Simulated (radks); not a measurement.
**Ionisation of Cd³⁺: one atom, several choices of functional**

How much does the choice of functional matter for taking an electron from Cd³⁺? Both Cd³⁺ ([Kr] 4d9) and Cd⁴⁺ ([Kr] 4d8) are run for each choice.

Program: radks (a radial shooting solver on a logarithmic mesh, Libxc functionals) version 1. Level of theory: Dirac Kohn-Sham, spin-unpolarised, spherical densities, finite nucleus; open shells fill j = l - 1/2 first. These are calculated values, not measurements, unless marked.

## 1. The system

* element: cadmium (Z = 48)
* charge: +3
* electrons: 45
* configuration: [Kr] 4d9
* ion: Cd⁴⁺, [Kr] 4d8
* choices: BLYP; exchange-only LDA; PBE; LDA (Slater exchange, VWN5 correlation); BP86; B86b exchange with PBE correlation; exchange-only B88

## 2. BLYP: Cd³⁺

The run's settings:

```text
Z 48
configuration [Kr] 4d9
relativity Dirac
functional b88,lyp
spin unpolarised
j_filling energy
nucleus finite rms 4.6087 fm
c 137.035999084
```

## 3. BLYP: Cd⁴⁺

Changes since step 2:

```diff
@@ -1,3 +1,3 @@
 Z 48
-configuration [Kr] 4d9
+configuration [Kr] 4d8
 relativity Dirac
```

## 4. exchange-only LDA: Cd³⁺

The run's settings:

```text
Z 48
configuration [Kr] 4d9
relativity Dirac
functional lda,
spin unpolarised
j_filling energy
nucleus finite rms 4.6087 fm
c 137.035999084
```

## 5. exchange-only LDA: Cd⁴⁺

Changes since step 4:

```diff
@@ -1,3 +1,3 @@
 Z 48
-configuration [Kr] 4d9
+configuration [Kr] 4d8
 relativity Dirac
```

## 6. PBE: Cd³⁺

The run's settings:

```text
Z 48
configuration [Kr] 4d9
relativity Dirac
functional pbe,pbe
spin unpolarised
j_filling energy
nucleus finite rms 4.6087 fm
c 137.035999084
```

## 7. PBE: Cd⁴⁺

Changes since step 6:

```diff
@@ -1,3 +1,3 @@
 Z 48
-configuration [Kr] 4d9
+configuration [Kr] 4d8
 relativity Dirac
```

## 8. LDA (Slater exchange, VWN5 correlation): Cd³⁺

The run's settings:

```text
Z 48
configuration [Kr] 4d9
relativity Dirac
functional lda,vwn5
spin unpolarised
j_filling energy
nucleus finite rms 4.6087 fm
c 137.035999084
```

## 9. LDA (Slater exchange, VWN5 correlation): Cd⁴⁺

Changes since step 8:

```diff
@@ -1,3 +1,3 @@
 Z 48
-configuration [Kr] 4d9
+configuration [Kr] 4d8
 relativity Dirac
```

## 10. BP86: Cd³⁺

The run's settings:

```text
Z 48
configuration [Kr] 4d9
relativity Dirac
functional b88,p86
spin unpolarised
j_filling energy
nucleus finite rms 4.6087 fm
c 137.035999084
```

## 11. BP86: Cd⁴⁺

Changes since step 10:

```diff
@@ -1,3 +1,3 @@
 Z 48
-configuration [Kr] 4d9
+configuration [Kr] 4d8
 relativity Dirac
```

## 12. B86b exchange with PBE correlation: Cd³⁺

The run's settings:

```text
Z 48
configuration [Kr] 4d9
relativity Dirac
functional b86_mgc,pbe
spin unpolarised
j_filling energy
nucleus finite rms 4.6087 fm
c 137.035999084
```

## 13. B86b exchange with PBE correlation: Cd⁴⁺

Changes since step 12:

```diff
@@ -1,3 +1,3 @@
 Z 48
-configuration [Kr] 4d9
+configuration [Kr] 4d8
 relativity Dirac
```

## 14. exchange-only B88: Cd³⁺

The run's settings:

```text
Z 48
configuration [Kr] 4d9
relativity Dirac
functional b88,
spin unpolarised
j_filling energy
nucleus finite rms 4.6087 fm
c 137.035999084
```

## 15. exchange-only B88: Cd⁴⁺

Changes since step 14:

```diff
@@ -1,3 +1,3 @@
 Z 48
-configuration [Kr] 4d9
+configuration [Kr] 4d8
 relativity Dirac
```

Before running it: what results should come out? Wanted: for each run, functional; E(Cd³⁺); Δ-SCF; −ε(HOMO); <r> HOMO; error.

As calculated:

| functional | E(Cd³⁺) (hartree) | Δ-SCF (eV) | −ε(HOMO) (eV) | <r> HOMO (bohr) | error (eV) |
| --- | --- | --- | --- | --- | --- |
| BLYP | -5594.14864 | 53.558 | 45.352 | 1.207 | +2.56 |
| exchange-only LDA | -5584.04857 | 52.188 | 44.021 | 1.210 | +1.19 |
| PBE | -5593.55302 | 53.701 | 45.481 | 1.203 | +2.70 |
| LDA (Slater exchange, VWN5 correlation) | -5588.49187 | 53.930 | 45.723 | 1.205 | +2.93 |
| BP86 | -5594.59803 | 53.772 | 45.557 | 1.202 | +2.77 |
| B86b exchange with PBE correlation | -5594.22214 | 53.729 | 45.508 | 1.203 | +2.73 |
| exchange-only B88 | -5591.82182 | 52.383 | 44.198 | 1.208 | +1.38 |

In words: The NIST Atomic Spectra Database lists 51 +/- 1.7 eV (theoretical). The smallest miss is that of exchange-only LDA (+1.19 eV), the largest that of LDA (Slater exchange, VWN5 correlation) (+2.93 eV). The ionisation energies span 1.74 eV, the total energies of Cd³⁺ 287 eV: most of the change in the total cancels in the difference. Spin polarisation and multiplet splitting are left out, so open shells lie too high by an amount that depends on their filling.
